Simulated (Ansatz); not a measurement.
# HfAlO: the cost of one run

Computed with Ansatz 0.2.0 (DFT PBE, scalar-relativistic, plane waves, PAW, unless a step's input says otherwise).

1 further run of the same task is left out (it didn't finish).

**1. The system as given**

It takes space group P4/nmm (No. 129, tetragonal). The conventional cell has a = 3.878 Å, b = 3.878 Å, c = 6.826 Å, α = 90.00°, β = 90.00°, γ = 90.00°. Around Hf (site symmetry 4mm) lie 5 O at 2.91 to 3.26 Å and 4 Al at 2.98 Å. Around Al (site symmetry -4m2) lie 4 O at 2.33 Å. O (site symmetry 4mm) has 4 Al at 2.33 Å and 5 Hf at 2.91 to 3.26 Å as nearest neighbours.

Structure file:

```cif
data_structure
_symmetry_space_group_name_H-M 'P4/nmm:1'
_symmetry_Int_Tables_number 129
_cell_length_a 3.8783
_cell_length_b 3.8783
_cell_length_c 6.8258
_cell_angle_alpha 90.000
_cell_angle_beta 90.000
_cell_angle_gamma 90.000
_cell_volume 102.67
loop_
_atom_site_label
_atom_site_type_symbol
_atom_site_symmetry_multiplicity
_atom_site_Wyckoff_symbol
_atom_site_fract_x
_atom_site_fract_y
_atom_site_fract_z
_atom_site_occupancy
Hf1 Hf 2 c 0.50000 0.00000 0.66800 1
Al1 Al 2 a 0.00000 0.00000 0.00000 1
O1 O 2 c 0.50000 0.00000 0.19050 1
```

Recipe of the guess: species swapped into a database cell of BaMnGe (P4/nmm, No. 129), with Hf on the Ba sites, Al on the Mn sites and O on the Ge sites. Its size is a rough estimate.

**2. The guess as it stands, on a coarse mesh**

input.yaml reads:

```yaml
crystal:
  lattice:
    - [3.87827358, 0.0, 0.0]
    - [0.0, 3.87827358, 0.0]
    - [0.0, 0.0, 6.82576157]
  atoms:
    - { symbol: Hf, position: [0.5, 0.0, 0.66799998] }
    - { symbol: Hf, position: [0.0, 0.5, 0.33200002] }
    - { symbol: Al, position: [0.0, 0.0, 0.0] }
    - { symbol: Al, position: [0.5, 0.5, 0.0] }
    - { symbol: O, position: [0.5, 0.0, 0.19050001] }
    - { symbol: O, position: [0.0, 0.5, 0.80949999] }
basis:
  ecutwfc: 420
kpoints:
  mp_grid: { grid: [4, 4, 4] }
hamiltonian:
  xc: pbe
scf:
  occupations: { method: gaussian, width: 0.1 }
  lower_state_search: "off"
output:
  forces: true
  stress: true
  eigenvalues: true
```

Launch:

```bash
$ ansatz run input.yaml --threads 1 --pin off --max-ram 2048MiB --backend cpu --events-out ev --progress --plain --runs-dir out
```

Q: Estimate wall time and peak memory on 1 thread of Arm Neoverse V2, shared host.

About 3.6 s, with a peak of 0.37 GiB.
